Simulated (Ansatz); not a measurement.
# C3H6Ge: two geometries relaxed

Are the two ends of the shift of H7 from C3 to C2 separate minima, and which lies lower? Each is relaxed from a guess. SMILES of the start: C=C=[CH][GeH3].

Method: RKS r2SCAN/def2-mTZVP, in Ansatz 0.2.0.

## (1) The starting structure

Bond lengths: C1–C2 1.242 Å, C2–C3 1.286 Å, C3–Ge4 1.996 Å, C1–H5 1.079 Å, C1–H6 1.137 Å, C3–H7 1.056 Å, Ge4–H8 1.527 Å, Ge4–H9 1.518 Å, Ge4–H10 1.605 Å. Angles: C1–C2–C3 179.7°, C2–C1–H5 124.7°, C2–C1–H6 121.7°, H5–C1–H6 113.6°, C2–C3–Ge4 118.8°, C2–C3–H7 123.5°, Ge4–C3–H7 117.4°, C3–Ge4–H8 110.4°, C3–Ge4–H9 109.1°, C3–Ge4–H10 105.8°, H8–Ge4–H9 113.2°, H8–Ge4–H10 111.0°, H9–Ge4–H10 107.1°.

Structure file:

```xyz
10

C    -1.2404    1.6364   -0.6342
C    -0.7300    0.5048   -0.5969
C    -0.1959   -0.6641   -0.5592
Ge    1.2063   -1.0372    0.8112
H    -1.0225    2.4312    0.0618
H    -2.0201    1.9141   -1.4140
H    -0.3993   -1.4217   -1.2661
H     2.3611   -0.0468    0.6763
H     1.6445   -2.4856    0.6905
H     0.4795   -0.8821    2.2335
```

## (2) Relaxing end A

input.yaml reads:

```yaml
crystal:
  periodic: [false, false, false]
  atoms:
    - { symbol: C, position_ang: [-1.2404, 1.6364, -0.6342] }
    - { symbol: C, position_ang: [-0.73, 0.5048, -0.5969] }
    - { symbol: C, position_ang: [-0.1959, -0.6641, -0.5592] }
    - { symbol: Ge, position_ang: [1.2063, -1.0372, 0.8112] }
    - { symbol: H, position_ang: [-1.0225, 2.4312, 0.0618] }
    - { symbol: H, position_ang: [-2.0201, 1.9141, -1.414] }
    - { symbol: H, position_ang: [-0.3993, -1.4217, -1.2661] }
    - { symbol: H, position_ang: [2.3611, -0.0468, 0.6763] }
    - { symbol: H, position_ang: [1.6445, -2.4856, 0.6905] }
    - { symbol: H, position_ang: [0.4795, -0.8821, 2.2335] }
basis:
  gaussian: { orbitals: def2-mTZVP }
hamiltonian:
  xc: r2scan
relax:
  f_tol: 0.02
  max_steps: 50
```

Run with:

```sh
> ansatz run input.yaml --threads 2 --pin off --max-ram 3072MiB --backend cpu --events-out ev --progress --plain --runs-dir out
```

Standard output, cut to the lines that bear on the results:

```text
Warning: RAYON_NUM_THREADS=2 ignored (pool sized by the plan → 2); use --threads N
[...]
Functional definition: r2SCAN
[...]
1159 factors; their error is unknown
[...]
mean field -59720.93741027 eV, -2194.7039695222 hartree, gradient 1.1e-5 eV, S^2 0.000000; 1 other end points of the search recorded, 0 dependent functions left out
[...]
reference -59720.93742259 eV, -2194.7039699750 hartree; 28, 28 occupied and 83, 83 virtual orbitals, 1159 factors
relax step   1: F+E_penalty+E_count = -59720.93741027 eV  Δ(F+E_penalty+E_count) = +0.000e0 eV  max|allowed force component| = 5.313e0 eV/Å  Δτ_max = 0.0000 Å  (43 SCF iters, accepted)
[...]
relax step   4: F+E_penalty+E_count = -59722.45526660 eV  Δ(F+E_penalty+E_count) = -4.769e-1 eV  max|allowed force component| = 1.653e0 eV/Å  Δτ_max = 0.2000 Å  (29 SCF iters, accepted)
[...]
relax step   7: F+E_penalty+E_count = -59723.42248832 eV  Δ(F+E_penalty+E_count) = -1.644e-1 eV  max|allowed force component| = 1.087e0 eV/Å  Δτ_max = 0.1940 Å  (31 SCF iters, accepted)
[...]
relax step  10: F+E_penalty+E_count = -59723.54522546 eV  Δ(F+E_penalty+E_count) = -2.354e-2 eV  max|allowed force component| = 1.127e-1 eV/Å  Δτ_max = 0.1000 Å  (31 SCF iters, accepted)
[...]
relax step  12: F+E_penalty+E_count = -59723.54678137 eV  Δ(F+E_penalty+E_count) = -2.274e-4 eV  max|allowed force component| = 1.696e-1 eV/Å  Δτ_max = 0.1500 Å  (31 SCF iters, accepted)
[...]
relax step  13: F+E_penalty+E_count = -59723.54719710 eV  Δ(F+E_penalty+E_count) = -4.157e-4 eV  max|allowed force component| = 3.890e-1 eV/Å  Δτ_max = 0.0701 Å  (31 SCF iters, accepted)
```

## (3) The output, continued: end point A relaxed

Output, continued, cut to the lines that bear on the results:

```text
[...]
1159 factors; their error is unknown
mean field -59723.55928845 eV, -2194.8003217681 hartree, gradient 2.2e-5 eV, S^2 0.000000; 0 other end points of the search recorded, 0 dependent functions left out
[...]
reference -59723.55930097 eV, -2194.8003222283 hartree; 28, 28 occupied and 83, 83 virtual orbitals, 1159 factors
relax step  14: F+E_penalty+E_count = -59723.55928845 eV  Δ(F+E_penalty+E_count) = -1.209e-2 eV  max|allowed force component| = 9.022e-2 eV/Å  Δτ_max = 0.0767 Å  (31 SCF iters, accepted)
[...]
relax step  16: F+E_penalty+E_count = -59723.56325862 eV  Δ(F+E_penalty+E_count) = -3.297e-3 eV  max|allowed force component| = 3.033e-2 eV/Å  Δτ_max = 0.0517 Å  (31 SCF iters, accepted)
[...]
Atom 0 at    -1.155013     1.696318    -0.852786 Å, force     0.000647    -0.002102    -0.000711 eV/Å
Atom 1 at    -0.822027     0.484567    -0.506216 Å, force    -0.007062     0.011139    -0.005090 eV/Å
Atom 2 at    -0.455219    -0.709249    -0.143992 Å, force     0.002941    -0.012318     0.002197 eV/Å
Atom 3 at     1.224462    -1.031707     0.785374 Å, force     0.008070    -0.003861     0.003714 eV/Å
Atom 4 at    -1.731015     2.335078    -0.189559 Å, force    -0.000674     0.000245     0.000918 eV/Å
Atom 5 at    -0.876294     2.103921    -1.820218 Å, force     0.002080    -0.000494     0.000990 eV/Å
Atom 6 at    -1.100979    -1.559322    -0.362635 Å, force    -0.002785     0.003265     0.000083 eV/Å
Atom 7 at     1.957403     0.303032     0.960880 Å, force    -0.002232    -0.003517     0.000033 eV/Å
Atom 8 at     2.092805    -2.007374    -0.027473 Å, force    -0.002835     0.004726     0.003648 eV/Å
Atom 9 at     0.949076    -1.666263     2.159524 Å, force     0.001850     0.002917    -0.005781 eV/Å
Dipole moment:    -0.050546     0.019742    -0.029201 e Å
```

It took 66 s on 2 threads of Arm Neoverse V2, shared host; peak memory 0.16 GiB.

The steps of the relaxation:

| step | energy from step 1 (eV) | largest force component (eV/Å) |
| --- | --- | --- |
| 1 | 0.0000 | 5.3130 |
| 2 | -0.7392 | 1.6240 |
| 3 | -1.0410 | 1.8376 |
| 4 | -1.5179 | 1.6533 |
| 5 | -2.0244 | 1.3843 |
| 6 | -2.3206 | 1.1570 |
| 7 | -2.4851 | 1.0866 |
| 8 | -2.5843 | 0.4958 |
| 9x | -2.5621 | 0.3712 |
| 10 | -2.6078 | 0.1127 |
| 11 | -2.6091 | 0.0809 |
| 12 | -2.6094 | 0.1696 |
| 13 | -2.6098 | 0.3890 |
| 14 | -2.6219 | 0.0902 |
| 15 | -2.6226 | 0.1609 |
| 16 | -2.6258 | 0.0303 |
| 17 | -2.6264 | 0.0535 |
| 18 | -2.6268 | 0.0405 |
| 19 | -2.6272 | 0.0206 |
| 20 | -2.6274 | 0.0360 |
| 21x | -2.6274 | 0.0220 |
| 22 | -2.6275 | 0.0123 |

Step 1 is the start. 2 steps were tried and not accepted (marked x).

After: Bond lengths: C1–C2 1.304 Å, C2–C3 1.300 Å, C3–Ge4 1.947 Å, C1–H5 1.086 Å, C1–H6 1.086 Å, C3–H7 1.090 Å, Ge4–H8 1.533 Å, Ge4–H9 1.538 Å, Ge4–H10 1.538 Å. Angles: C1–C2–C3 178.2°, C2–C1–H5 121.3°, C2–C1–H6 121.3°, H5–C1–H6 117.3°, C2–C3–Ge4 121.9°, C2–C3–H7 119.5°, Ge4–C3–H7 118.6°, C3–Ge4–H8 108.8°, C3–Ge4–H9 109.9°, C3–Ge4–H10 109.9°, H8–Ge4–H9 110.1°, H8–Ge4–H10 110.0°, H9–Ge4–H10 108.1°.

## (4) End point B

The second end starts from a geometry with the move made by hand.

input.yaml, as its differences from that of step 2:

```diff
@@ -9,3 +9,3 @@
     - { symbol: H, position_ang: [-2.0201, 1.9141, -1.414] }
-    - { symbol: H, position_ang: [-0.3993, -1.4217, -1.2661] }
+    - { symbol: H, position_ang: [-1.47824, -0.28765, -0.61295] }
     - { symbol: H, position_ang: [2.3611, -0.0468, 0.6763] }
@@ -20 +20,3 @@
   max_steps: 50
+output:
+  orbitals: {}
```

Run with:

```sh
> ansatz run input.yaml --threads 2 --pin off --max-ram 3072MiB --backend cpu --events-out ev --progress --plain --runs-dir out
```

Standard output, cut to the lines that bear on the results:

```text
Warning: RAYON_NUM_THREADS=2 ignored (pool sized by the plan → 2); use --threads N
[...]
[... 1 set-up line as earlier in the session ...]
[...]
1159 factors; their error is unknown
[...]
mean field -59718.88922372 eV, -2194.6287000547 hartree, gradient 1.5e-5 eV, S^2 0.000000; 0 other end points of the search recorded, 0 dependent functions left out
[...]
reference -59718.88923590 eV, -2194.6287005024 hartree; 28, 28 occupied and 83, 83 virtual orbitals, 1159 factors
relax step   1: F+E_penalty+E_count = -59718.88922372 eV  Δ(F+E_penalty+E_count) = +0.000e0 eV  max|allowed force component| = 7.160e0 eV/Å  Δτ_max = 0.0000 Å  (31 SCF iters, accepted)
[...]
relax step   4: F+E_penalty+E_count = -59721.56308186 eV  Δ(F+E_penalty+E_count) = -8.603e-1 eV  max|allowed force component| = 3.390e0 eV/Å  Δτ_max = 0.1956 Å  (38 SCF iters, accepted)
[...]
relax step   7: F+E_penalty+E_count = -59723.11107842 eV  Δ(F+E_penalty+E_count) = -2.265e-1 eV  max|allowed force component| = 1.292e0 eV/Å  Δτ_max = 0.1950 Å  (30 SCF iters, accepted)
[...]
relax step  10: F+E_penalty+E_count = -59723.52915690 eV  Δ(F+E_penalty+E_count) = -4.233e-2 eV  max|allowed force component| = 1.512e-1 eV/Å  Δτ_max = 0.2000 Å  (29 SCF iters, accepted)
[...]
relax step  12: F+E_penalty+E_count = -59723.54540401 eV  Δ(F+E_penalty+E_count) = -1.625e-2 eV  max|allowed force component| = 1.145e-1 eV/Å  Δτ_max = 0.0971 Å  (31 SCF iters, accepted)
[...]
relax step  13: F+E_penalty+E_count = -59723.55515556 eV  Δ(F+E_penalty+E_count) = -9.752e-3 eV  max|allowed force component| = 1.164e-1 eV/Å  Δτ_max = 0.1000 Å  (31 SCF iters, accepted)
[...]
1159 factors; their error is unknown
mean field -59723.55550951 eV, -2194.8001828944 hartree, gradient 2.1e-5 eV, S^2 0.000000; 0 other end points of the search recorded, 0 dependent functions left out
[...]
reference -59723.55552204 eV, -2194.8001833550 hartree; 28, 28 occupied and 83, 83 virtual orbitals, 1159 factors
```

## (5) More of the same log: end point B relaxed

Output, continued, cut to the lines that bear on the results:

```text
relax step  14: F+E_penalty+E_count = -59723.55550951 eV  Δ(F+E_penalty+E_count) = -3.539e-4 eV  max|allowed force component| = 7.373e-2 eV/Å  Δτ_max = 0.0480 Å  (32 SCF iters, accepted)
[...]
relax step  16: F+E_penalty+E_count = -59723.56246069 eV  Δ(F+E_penalty+E_count) = -1.628e-3 eV  max|allowed force component| = 5.122e-2 eV/Å  Δτ_max = 0.0545 Å  (30 SCF iters, accepted)
[...]
relax step  18: F+E_penalty+E_count = -59723.56368693 eV  Δ(F+E_penalty+E_count) = -4.215e-4 eV  max|allowed force component| = 6.229e-2 eV/Å  Δτ_max = 0.0102 Å  (32 SCF iters, accepted)
[...]
relax step  20: F+E_penalty+E_count = -59723.56443518 eV  Δ(F+E_penalty+E_count) = -7.025e-4 eV  max|allowed force component| = 1.021e-2 eV/Å  Δτ_max = 0.0269 Å  (32 SCF iters, accepted)
[...]
Atom 0 at    -1.160670     1.839479    -0.857123 Å, force    -0.007335     0.018790     0.006268 eV/Å
Atom 1 at    -0.932822     0.648222    -0.379477 Å, force    -0.009480    -0.011363    -0.017316 eV/Å
Atom 2 at    -0.668882    -0.530761     0.102150 Å, force     0.009168     0.004685     0.011573 eV/Å
Atom 3 at     1.088677    -0.979553     0.810245 Å, force     0.009968    -0.005906     0.004508 eV/Å
Atom 4 at    -1.532259     2.639888    -0.223062 Å, force     0.010274    -0.008361    -0.009439 eV/Å
Atom 5 at    -0.997516     2.069257    -1.906484 Å, force    -0.000482    -0.007029     0.013426 eV/Å
Atom 6 at    -1.448311    -1.292348     0.114593 Å, force     0.006337     0.002901    -0.000808 eV/Å
Atom 7 at     2.011466     0.234163     0.649072 Å, force    -0.008083    -0.005434     0.001122 eV/Å
Atom 8 at     1.667529    -2.185052     0.048919 Å, force    -0.007425     0.009607     0.006462 eV/Å
Atom 9 at     0.977048    -1.360244     2.297217 Å, force    -0.002942     0.002109    -0.015796 eV/Å
Dipole moment:    -0.053452     0.023367    -0.024680 e Å
```

Wall time 66 s (2 threads of Arm Neoverse V2, shared host); peak memory 0.16 GiB.

Relaxation path:

| step | energy from step 1 (eV) | largest force component (eV/Å) |
| --- | --- | --- |
| 1 | 0.0000 | 7.1604 |
| 2 | -1.1870 | 2.6946 |
| 3 | -1.8136 | 3.0002 |
| 4 | -2.6739 | 3.3901 |
| 5 | -3.5187 | 1.6960 |
| 6 | -3.9953 | 1.3563 |
| 7 | -4.2219 | 1.2919 |
| 8 | -4.4472 | 0.7162 |
| 9 | -4.5976 | 0.1995 |
| 10 | -4.6399 | 0.1512 |
| 11x | -4.5521 | 1.0256 |
| 12 | -4.6562 | 0.1145 |
| 13 | -4.6659 | 0.1164 |
| 14 | -4.6663 | 0.0737 |
| 15 | -4.6716 | 0.0441 |
| 16 | -4.6732 | 0.0512 |
| 17 | -4.6740 | 0.0726 |
| 18 | -4.6745 | 0.0623 |
| 19 | -4.6745 | 0.0541 |
| 20 | -4.6752 | 0.0102 |
| 21 | -4.6754 | 0.0285 |
| 22 | -4.6756 | 0.0188 |

Step 1 is the start. 1 step was tried and not accepted (marked x).

After: Bond lengths: C1–C2 1.304 Å, C2–C3 1.301 Å, C3–Ge4 1.947 Å, C1–H5 1.087 Å, C1–H6 1.087 Å, C3–H7 1.090 Å, Ge4–H8 1.533 Å, Ge4–H9 1.539 Å, Ge4–H10 1.539 Å. Angles: C1–C2–C3 178.3°, C2–C1–H5 121.3°, C2–C1–H6 121.4°, H5–C1–H6 117.3°, C2–C3–Ge4 121.8°, C2–C3–H7 119.5°, Ge4–C3–H7 118.7°, C3–Ge4–H8 108.8°, C3–Ge4–H9 109.9°, C3–Ge4–H10 110.1°, H8–Ge4–H9 110.0°, H8–Ge4–H10 109.9°, H9–Ge4–H10 108.2°.

Pairs that crossed the distance rule for bonds on the way: came closer C3–H7; moved apart C2–H7.

## (6) Results

| quantity | value |
| --- | --- |
| end A | 19 moves, 2.628 eV lower |
| end B | 20 moves, 4.676 eV lower |
| largest difference between the ends | 0.01 Å |
| end B relative to end A | +0.000 eV |

The two relaxations end at one structure, within 0.01 Å: no second minimum was found from this start, which doesn't rule one out.
